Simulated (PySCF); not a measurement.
**MnI₂: structure of the sextet**

Where does sextet MnI₂ go from a bent start, is the end point a minimum, and what are its modes, charges and moments?

Method: PBE, basis Mn def2-SVP, I def2-SVP with ECP28, scalar-relativistic core potentials, no spin–orbit coupling, density fitting; program: PySCF 2.14.0.

**1. Where the work starts**

3 atoms, charge 0, spin multiplicity 6.

Bond lengths: Mn1–I2 2.520 Å, Mn1–I3 2.520 Å. Angles: I2–Mn1–I3 110.0°.

Z-matrix (Å, degrees; charge 0 multiplicity 6):
```
Mn
I  1 2.5200
I  1 2.5200 2 110.00
```

**2. Bent start, sextet: relaxation**

One driver script runs all steps and calls PySCF; scf.py shows how it sets up the SCF of each step. The optimiser is the driver's own. Before each start the driver seeks the lowest SCF state from one or more starting densities and follows internal instabilities, so scf.py alone need not reach the same state.

The program finds C2v symmetry in the start, which this walk keeps. Threshold on the gradient: 0.0003 Eh/bohr, with a further test on the energy change.

scf.py reads:

```python
from pyscf import gto, scf, dft
mol = gto.M(atom='''
Mn     0.000000     0.000000    -1.188207
I      2.064300    -0.000000     0.257193
I     -2.064300     0.000000     0.257193''',
    basis={'Mn': 'def2-SVP', 'I': 'def2-SVP'},
    ecp={'I': 'def2-SVP'},
    charge=0, spin=5)
mf = dft.UKS(mol, xc='PBE')
mf.grids.atom_grid = (50, 194)
aux = {'Mn': 'def2-universal-JKFIT', 'I': 'def2-universal-JKFIT'}
mf = mf.density_fit(auxbasis=aux)
mf.kernel()
```

Further steps of the session: Hessian and properties.

Q: Predict the outcome of this session. Wanted: minimum; geometry; wavenumbers; dipole moment; highest occupied, lowest empty level; polar-tensor charge of Mn1; zero-point energy; atomisation energy; ⟨S²⟩.

As calculated:

| quantity | value |
| --- | --- |
| minimum | sextet, D∞h |
| geometry | Mn–I 2.521 Å (×2); I–Mn–I 180.0° |
| wavenumbers (cm⁻¹) | 50 (πu), 145 (σg+), 334 (σu+) |
| dipole moment | 0.00 D |
| highest occupied, lowest empty level (either spin) | -6.22, -4.33 eV |
| polar-tensor charge of Mn1 | +1.11 e |
| zero-point energy | 3.5 kJ/mol |
| entropy at 298.15 K | 337.0 J/(mol K) |
| atomisation energy (no zero-point energy) | 634 kJ/mol |
| ⟨S²⟩ | 8.767 |

What this shows: From C2v at the start the molecule goes to a D∞h minimum. The strongest infrared band lies at 334 cm⁻¹ (σu+). Mn1 has a polar-tensor charge of +1.1 e (a dipole derivative, not a static charge), yet symmetry cancels the bond dipoles. Most of the spin sits on Mn1 (Mulliken spin 4.93, against 5 for the whole molecule). Other starts or spin states, not run here, may lie lower. Take wavenumbers under 90 cm⁻¹ as rough. One determinant may miss the lowest occupation of an open d or f shell. Spin–orbit coupling, left out here, can matter for elements this heavy.
